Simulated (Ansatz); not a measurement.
Debugging a rigid torsion scan of C₃H₅BO, SMILES BC1OC1=C (Ansatz 0.2.0, Python API).

`torsion_c3h5bo.py`
```python
"""Energy of C3H5BO as one group turns about a bond."""

import ansatz as az
from ase import Atoms

BASIS = "6-31G*"
FUNCTIONAL = "hf"
FORCE_TOL = 0.02

atoms = Atoms(["B", "C", "O", "C", "C", "H", "H", "H", "H", "H"], positions=[
    (-1.4284, -0.8774, -0.2854),
    (0.017, -0.8947, 0.2291),
    (0.8893, -1.0485, -0.7985),
    (0.8252, 0.2528, -0.0455),
    (1.0736, 1.5014, 0.1578),
    (-2.333, -1.358, 0.3089),
    (-1.7117, -0.291, -1.3128),
    (0.3403, -1.4056, 1.1561),
    (1.8422, 1.999, -0.3801),
    (0.5686, 2.0708, 0.9734),
])

# start the scan from a relaxed geometry
first = (
    az.Crystal.molecule_from_ase(atoms).calculation()
    .basis(gaussian=BASIS)
    .functional(FUNCTIONAL)
    .spin("collinear", total=4)
    .relax(force_tolerance=FORCE_TOL, max_steps=30)
)
atoms.positions = first.run(threads=1, pin="off").report["positions_ang"]

start = atoms.get_dihedral(2, 1, 0, 5)
energies = {}
for turn in range(0, 360, 40):
    turned = atoms.copy()
    turned.set_dihedral(2, 1, 0, 5, start + turn, indices=[0, 5, 6])
    setup = az.Crystal.molecule_from_ase(turned).calculation()
    setup = setup.basis(gaussian=BASIS)
    setup = setup.functional(FUNCTIONAL)
    setup = setup.spin("collinear", total=4)
    energies[round((start + turn) % 360)] = setup.run(threads=1, pin="off").report["free_energy_ev"]
floor = min(energies.values())
print("dihedral O2-C1-B0-H5 (deg)   E - E(min) (eV)")
for angle, e in sorted(energies.items()):
    print(f"{angle:8d} {(e - floor):14.3f}  " + "#" * int(30 * (e - floor) / max(max(energies.values()) - floor, 1e-9)))
```

```console
$ python torsion_c3h5bo.py
dihedral O2-C1-B0-H5 (deg)   E - E(min) (eV)
      20          0.010  ####################
      60          0.013  #########################
     100          0.009  #################
     140          0.008  ###############
     180          0.000
     220          0.004  ########
     260          0.015  ##############################
     300          0.015  ############################
     340          0.006  ###########
```

No error stopped it. What is wrong with the input all the same?

The fault: the spin state is higher than the ground state's. The correction:

```diff
--- before
+++ after
@@ -27,4 +27,3 @@
     .functional(FUNCTIONAL)
-    .spin("collinear", total=4)
-    .relax(force_tolerance=FORCE_TOL, max_steps=30)
+    .relax(force_tolerance=FORCE_TOL, max_steps=80)
 )
@@ -40,3 +39,2 @@
     setup = setup.functional(FUNCTIONAL)
-    setup = setup.spin("collinear", total=4)
     energies[round((start + turn) % 360)] = setup.run(threads=1, pin="off").report["free_energy_ev"]
```

With that change:

```console
$ python torsion_c3h5bo.py
dihedral O2-C1-B0-H5 (deg)   E - E(min) (eV)
      18          0.042  ###
      58          0.241  ######################
      98          0.321  ##############################
     138          0.133  ############
     178          0.000
     218          0.129  ############
     258          0.321  #############################
     298          0.248  #######################
     338          0.044  ####
```

The scan is rigid and the energies are electronic, in a modest basis. With rigid groups the curve can differ much from the relaxed path, the start wasn't checked as a minimum of this torsion, and equivalent turns needn't return to the same energy. The whole script took 26 s on 1 thread of Arm Neoverse V1, on a shared host, peak memory 0.23 GiB.
